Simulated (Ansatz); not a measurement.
# AlC5: the cost of one run

Computed with Ansatz 0.2.0 (DFT PBE, scalar-relativistic, plane waves, PAW, unless a step's input says otherwise).

1 further run of the same task is left out (it didn't finish). Runs told in other sessions of the task aren't counted.

**1. The system as given**

It takes space group F-43m (No. 216, cubic). The conventional cell has a = 6.689 Å, b = 6.689 Å, c = 6.689 Å, α = 90.00°, β = 90.00°, γ = 90.00°. Around Al (site symmetry -43m) lie 16 C at 2.78 to 2.90 Å. C (site symmetry -43m) is surrounded by 12 C at 2.77 Å and 4 Al at 2.90 Å. Around C (site symmetry 3m) lie 9 C at 2.34 to 2.77 Å and 3 Al at 2.78 Å.

As a file:

```cif
data_structure
_symmetry_space_group_name_H-M 'F-43m'
_symmetry_Int_Tables_number 216
_cell_length_a 6.6893
_cell_length_b 6.6893
_cell_length_c 6.6893
_cell_angle_alpha 90.000
_cell_angle_beta 90.000
_cell_angle_gamma 90.000
_cell_volume 299.32
loop_
_atom_site_label
_atom_site_type_symbol
_atom_site_symmetry_multiplicity
_atom_site_Wyckoff_symbol
_atom_site_fract_x
_atom_site_fract_y
_atom_site_fract_z
_atom_site_occupancy
Al1 Al 4 a 0.00000 0.00000 0.00000 1
C1 C 4 d 0.25000 0.25000 0.75000 1
C2 C 16 e 0.37623 0.12377 0.12377 1
```

The cell is invented: species swapped into a database cell of TbCu5 (F-43m, No. 216), with Al on the Tb sites and C on the Cu sites. Lengths come from tabulated atomic sizes and are only a guess.

**2. The guess as it stands, on a coarse mesh**

input.yaml

```yaml
crystal:
  lattice:
    - [0.0, 3.34464109, 3.34464109]
    - [3.34464109, 0.0, 3.34464109]
    - [3.34464109, 3.34464109, 0.0]
  atoms:
    - { symbol: Al, position: [0.0, 0.0, 0.0] }
    - { symbol: C, position: [0.25, 0.25, 0.25] }
    - { symbol: C, position: [0.62377221, 0.12868336, 0.62377221] }
    - { symbol: C, position: [0.62377221, 0.62377221, 0.12868336] }
    - { symbol: C, position: [0.62377221, 0.62377221, 0.62377221] }
    - { symbol: C, position: [0.12868336, 0.62377221, 0.62377221] }
basis:
  ecutwfc: 420
kpoints:
  mp_grid: { grid: [4, 4, 4] }
hamiltonian:
  xc: pbe
scf:
  occupations: { method: gaussian, width: 0.1 }
  lower_state_search: "off"
output:
  forces: true
  stress: true
  eigenvalues: true
```

Started as:

```sh
> ansatz run input.yaml --threads 1 --pin off --max-ram 2560MiB --backend cpu --events-out ev --progress --plain --runs-dir out
```

Q: Estimate wall time and peak memory on 1 thread of Arm Neoverse V1, shared host.

About 1.2 s, with a peak of 0.28 GiB.
